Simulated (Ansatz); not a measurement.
# One shape, several levels: triplet HfH4O4

Wanted: a comparison of 3 runs (UHF/def2-SVP, UPBE/def2-SVP, UCCSD/def2-SVP) of triplet HfH4O4. 

The calculation is run with Ansatz 0.2.0.

## (1) The structure to begin with

The species is HfH4O4 (9 atoms), meant as a triplet with charge 0. As SMILES of the parent species, `O[Hf](O)(O)O`. Geometry: relaxed at PBE0-D4/def2-TZVP. This is one conformer, not always the lowest. That shape belongs to the parent species and isn't relaxed for this state.

Bond lengths: O1–Hf2 1.935 Å, Hf2–O3 1.935 Å, Hf2–O4 1.935 Å, Hf2–O5 1.935 Å, O1–H6 0.951 Å, O3–H7 0.951 Å, O4–H8 0.951 Å, O5–H9 0.951 Å. Angles: O1–Hf2–O3 109.7°, O1–Hf2–O4 109.3°, O1–Hf2–O5 109.3°, O3–Hf2–O4 109.3°, O3–Hf2–O5 109.3°, O4–Hf2–O5 109.7°, Hf2–O1–H6 155.7°, Hf2–O3–H7 155.6°, Hf2–O4–H8 155.7°, Hf2–O5–H9 155.6°.

## (2) A single-point energy at UHF/def2-SVP (core potential) (run 1)

Input file input.yaml:

```yaml
crystal:
  periodic: [false, false, false]
  atoms:
    - {symbol: O, position_ang: [-0.465480, 0.093230, 1.875660]}
    - {symbol: Hf, position_ang: [-0.000030, -0.000030, -0.000040]}
    - {symbol: O, position_ang: [1.882280, 0.386640, -0.225910]}
    - {symbol: O, position_ang: [-0.373310, -1.778130, -0.665360]}
    - {symbol: O, position_ang: [-1.043620, 1.298150, -0.984570]}
    - {symbol: H, position_ang: [-0.650000, -0.255480, 2.740830]}
    - {symbol: H, position_ang: [2.637200, 0.928630, -0.427210]}
    - {symbol: H, position_ang: [-0.213580, -2.562040, -1.179310]}
    - {symbol: H, position_ang: [-1.773460, 1.889040, -1.134080]}
basis:
  gaussian: {orbitals: def2-SVP}
magnetization: {spin_polarized: true, initial_magnetization: 2}
hamiltonian: {xc: hf}
accuracy: high
output: {orbitals: {seedname: orbitals}}
```

Command:

```console
$ ansatz run input.yaml --threads 1 --pin off --max-ram 3480MiB --events-out events.jsonl --progress --plain --runs-dir runs
```

The program printed, shortened:

```text
Warning: RAYON_NUM_THREADS=1 ignored (pool sized by the plan → 1); use --threads N
Functional definition: HF
  name "HF"
[...]
2376 factors; integrals over basis functions are off by at most 8.5e-9 eV
[...]
mean field -9497.59588416 eV, -349.0302110410 hartree, gradient 2.3e-8 eV, S^2 2.005206; 5 other end points of the search recorded, 0 dependent functions left out
reference -9497.59588416 eV, -349.0302110410 hartree; 25, 23 occupied and 83, 85 virtual orbitals, 2376 factors
Total energy: -9497.59588416 eV, -349.0302110410 hartree
```

It took 57 s on 1 thread of Intel Xeon Platinum 8375C at 2.90GHz (Ice Lake), shared host; peak memory 0.55 GiB.

## (3) A single-point energy at UPBE/def2-SVP (core potential) (run 2)

Input file in.yaml:

```yaml
crystal:
  periodic: [false, false, false]
  atoms:
    - {symbol: O, position_ang: [-0.465480, 0.093230, 1.875660]}
    - {symbol: Hf, position_ang: [-0.000030, -0.000030, -0.000040]}
    - {symbol: O, position_ang: [1.882280, 0.386640, -0.225910]}
    - {symbol: O, position_ang: [-0.373310, -1.778130, -0.665360]}
    - {symbol: O, position_ang: [-1.043620, 1.298150, -0.984570]}
    - {symbol: H, position_ang: [-0.650000, -0.255480, 2.740830]}
    - {symbol: H, position_ang: [2.637200, 0.928630, -0.427210]}
    - {symbol: H, position_ang: [-0.213580, -2.562040, -1.179310]}
    - {symbol: H, position_ang: [-1.773460, 1.889040, -1.134080]}
basis:
  gaussian:
    orbitals: def2-SVP
magnetization:
  spin_polarized: true
  initial_magnetization: 2
hamiltonian:
  xc: pbe
accuracy: high
output:
  orbitals: {seedname: orbitals}
```

Command:

```console
$ ansatz run in.yaml --threads 1 --pin off --max-ram 3480MiB --events-out events.jsonl --progress --plain --runs-dir runs
```

The program printed, shortened:

```text
Warning: RAYON_NUM_THREADS=1 ignored (pool sized by the plan → 1); use --threads N
Functional definition: PBE
  name "PBE"
[...]
2376 factors; integrals over basis functions are off by at most 8.5e-9 eV
[...]
mean field -9546.32245735 eV, -350.8208795780 hartree, gradient 2.7e-8 eV, S^2 2.002628; 20 other end points of the search recorded, 0 dependent functions left out
reference -9546.32246259 eV, -350.8208797705 hartree; 25, 23 occupied and 83, 85 virtual orbitals, 2376 factors
Total energy: -9546.32246259 eV, -350.8208797705 hartree
```

It took 1.7 min on 1 thread of Intel Xeon Platinum 8375C at 2.90GHz (Ice Lake), shared host; peak memory 0.47 GiB.

## (4) A single-point energy at UCCSD/def2-SVP (core potential) (run 3)

Changes to input.yaml since step 2:

```diff
@@ -13,6 +13,13 @@
 basis:
-  gaussian: {orbitals: def2-SVP}
-magnetization: {spin_polarized: true, initial_magnetization: 2}
-hamiltonian: {xc: hf}
+  gaussian:
+    orbitals: def2-SVP
+total_charge: 0
+magnetization:
+  spin_polarized: true
+  initial_magnetization: 2
+correlation:
+  method: ccsd
+  frozen_orbitals: {H: 0, Hf: 0, O: 1}
 accuracy: high
-output: {orbitals: {seedname: orbitals}}
+scf:
+  omitted_lower_state_checks: [cluster_reference, increment]
```

Command:

```console
$ ansatz run input.yaml --threads 1 --pin off --max-ram 3480MiB --events-out events.jsonl --progress --plain --runs-dir runs
```

The program printed:

```text
Warning: RAYON_NUM_THREADS=1 ignored (pool sized by the plan → 1); use --threads N
[... 19 lines left out ...]
4 core orbitals not correlated: weight in the atoms' cores, before any rotation towards them, 1.000 or more for the frozen orbitals, at most 0.000 for the correlated occupied ones
[... 54 lines left out ...]
Total energy: -9523.83207956 eV, -349.9943734386 hartree
Checks for a lower state left out: cluster_reference, increment
```

It took 6.5 min on 1 thread of Intel Xeon Platinum 8375C at 2.90GHz (Ice Lake), shared host; peak memory 2.6 GiB.

## (5) All runs side by side

```csv
run,level,frozen core orbitals,energy (Eh),HOMO energy (eV),⟨S²⟩,wall time
1,UHF/def2-SVP (core potential),–,-349.030211,-3.35,2.005,57 s
2,UPBE/def2-SVP (core potential),–,-350.820880,-1.39,2.003,1.7 min
3,UCCSD/def2-SVP (core potential),4,-349.994373,–,2.005,6.5 min
```

## (6) What came out

```
                                          quantity          value
                               run 3: total energy  -349.99437 Eh
run 3: correlation energy (4 core orbitals frozen)     -964.2 mEh
          run 3: ⟨S²⟩ of the reference determinant          2.005
                              run 3: T1 diagnostic          0.033
```

All runs together took 9.2 min, the longest 6.5 min.
